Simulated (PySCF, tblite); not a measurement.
# C7H8N2O: geometry, infrared bands and NMR shifts

Aim: predict the infrared bands and NMR shifts of C7H8N2O (`CC(=O)/N=C(C)/C=C\C#N`).

The runs use tblite 0.8.0 and PySCF 2.14.0, with density-fitted response routines of our own; the level of theory stands in each step. All values are computed, except where a source is named. Atoms are numbered from 0 throughout.

## (1) Starting geometry

18 atoms, charge 0, multiplicity 1; geometry from: force field or distance geometry start.

Bonds of the start (Å): C0–C1 1.49, C1–O2 1.22, C1–N3 1.38, N3–C4 1.31, C4–C5 1.51, C4–C6 1.49, C6–C7 1.35, C7–C8 1.42, C8–N9 1.17, C0–H10 1.10, C0–H11 1.09, C0–H12 1.11, C5–H13 1.09, C5–H14 1.08, C5–H15 1.10, C6–H16 1.08, C7–H17 1.07.

## (2) Relaxing the molecule with GFN2-xTB

What the job is given:

```
{"job": {"kind": "relax", "xc": "GFN2-xTB", "basis": "xTB"}, "charge": 0, "multiplicity": 1}
C     -2.268900     1.260800    -0.955600
C     -1.339500     0.113200    -1.170000
O     -1.673400    -0.911300    -1.749100
N     -0.075200     0.358500    -0.682900
C      0.599000    -0.608000    -0.106700
C      0.119400    -2.028000     0.076700
C      1.980200    -0.310000     0.366700
C      2.272500     0.729600     1.172600
C      1.313800     1.644000     1.674600
N      0.541600     2.395100     2.127400
H     -3.291200     0.969700    -1.254500
H     -1.959500     2.109700    -1.561300
H     -2.298600     1.546700     0.111700
H     -0.864400    -2.033300     0.534500
H      0.091200    -2.532100    -0.883400
H      0.799900    -2.575600     0.751600
H      2.753300    -1.000400     0.053600
H      3.290800     0.877700     1.482600
```

Run with:

```console
> OMP_NUM_THREADS=1 python probes_run.py task.json out
```

One launch serves the whole session: the jobs run in the order shown.

**Question.** This job is followed by: GFN2-xTB harmonic vibrations, gas phase; GIAO PBE0/pcSseg-1 NMR shielding, non-relativistic, gas phase. What will the session give for the following? strongest single infrared mode (GFN2-xTB); zero-point energy (GFN2-xTB); ¹³C shifts against TMS (PBE0/pcSseg-1); ¹H shifts against TMS (PBE0/pcSseg-1, means over atoms taken as alike); ¹⁷O shifts against H2O (PBE0/pcSseg-1); ¹⁵N shifts against NH3 (PBE0/pcSseg-1); surface potential, 1st and 99th percentile.

The runs gave:

```
                                                              quantity                                              value
                             strongest single infrared mode (GFN2-xTB)                              1761 cm⁻¹, 347 km/mol
                                          zero-point energy (GFN2-xTB)                                      84.2 kcal/mol
                                ¹³C shifts against TMS (PBE0/pcSseg-1)  179.3, 156.2, 152.9, 122.5, 113.9, 29.1, 24.5 ppm
¹H shifts against TMS (PBE0/pcSseg-1, means over atoms taken as alike)                         6.86, 5.65, 2.35, 2.11 ppm
                                ¹⁷O shifts against H2O (PBE0/pcSseg-1)                                          520.4 ppm
                                ¹⁵N shifts against NH3 (PBE0/pcSseg-1)                                   403.7, 340.2 ppm
                                 surface potential, 1st and 99th percentile                                 -1.89 V and 1.68 V
```

The optimisation took 161 steps and gained 0.368 eV; among the close pairs (by a distance rule), N3–C4 changed most, from 1.312 to 1.261 Å. All 48 modes are real, so the xTB geometry is a minimum. The strongest single mode, at 1761 cm⁻¹, moves mainly N3 and C4. Unscaled tight-binding wavenumbers are off by several per cent, some by more. Its intensities can rank the bands wrongly. At PBE0/pcSseg-1: The widest tensor belongs to O2: span 936 ppm, with a paramagnetic part of -584 ppm. At PBE0/pcSseg-1, counted by nearest atom on the grid, the HOMO lies on O2 54 %; N3 22 %, the LUMO on C6, C7 about 20 % each; N3 16 %.
